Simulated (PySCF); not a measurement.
# [VS2]-: triplet, from a PBE minimum start

Aim: relax [VS2]- as a triplet from a PBE minimum start, check by its vibrations whether the end is a minimum, and collect its spectrum and constants.

Computed with PySCF 2.14.0. Level: PBE0, basis V def2-SVPD, S def2-SVPD, no relativity, density fitting.

### 1 The starting structure

3 atoms, charge -1, spin multiplicity 3.

Bond lengths: V1–S2 2.111 Å, V1–S3 2.111 Å. Angles: S2–V1–S3 126.3°.

Coordinates in bohr (charge -1 multiplicity 3):
```
V     0.0000    0.0000   -1.0034
S     3.5599    0.0000    0.7976
S    -3.5599    0.0000    0.7976
```

### 2 The SCF at the typed geometry

The steps below are one call of a driver around PySCF. For each, scf.py gives the equivalent set-up of the SCF; relaxations use the driver's own optimiser. After this first run the driver tries any further starts and a stability analysis.

The input, scf.py:

```python
from pyscf import gto, scf, dft
mol = gto.M(atom='''
V      0.000000     0.000000    -0.530970
S      1.883810    -0.000000     0.422060
S     -1.883810     0.000000     0.422060''',
    basis={'V': 'def2-SVPD', 'S': 'def2-SVPD'},
    charge=-1, spin=2)
mf = dft.UKS(mol, xc='PBE0')
mf.grids.atom_grid = (50, 194)
aux = {'V': 'def2-universal-JKFIT', 'S': 'def2-universal-JKFIT'}
mf = mf.density_fit(auxbasis=aux)
mf.conv_tol = 1e-08
mf.diis_space = 10
mf.max_cycle = 60
mf.init_guess = 'minao'
mf.verbose = 4
mf.kernel()
```

Run with:

```sh
OMP_NUM_THREADS=4 python axn.py task.json out
```

After this run come: Relaxation: PBE minimum start, triplet; Is it a minimum? Harmonic modes.

Before running it: what results should come out? Wanted: minimum; geometry; wavenumbers; dipole moment; highest occupied, lowest empty level; polar-tensor charge of V1; zero-point energy; ⟨S²⟩.

**Answer**, as computed:

| quantity | value |
| --- | --- |
| minimum | triplet, C2v |
| geometry | V–S 2.112 Å (×2); S–V–S 134.1° |
| wavenumbers (cm⁻¹) | 104 (a1), 452 (a1), 552 (b2) |
| dipole moment (centre of mass) | 3.56 D |
| highest occupied, lowest empty level (either spin) | -1.77, 1.45 eV |
| polar-tensor charge of V1 | +1.09 e |
| zero-point energy | 6.6 kJ/mol |
| entropy at 298.15 K | 297.9 J/(mol K) |
| ⟨S²⟩ | 2.132 |

In words: The molecule stays C2v, as typed, and the end point is a minimum. In the infrared the band at 552 cm⁻¹ (b2, stretch) leads. Most of the spin sits on V1 (Mulliken spin 2.72, against 2 for the whole molecule). Only this shape and spin were tried, so other structures or states may lie lower. Open d and f shells are described by one determinant, and the ground state may have another occupation or spin.
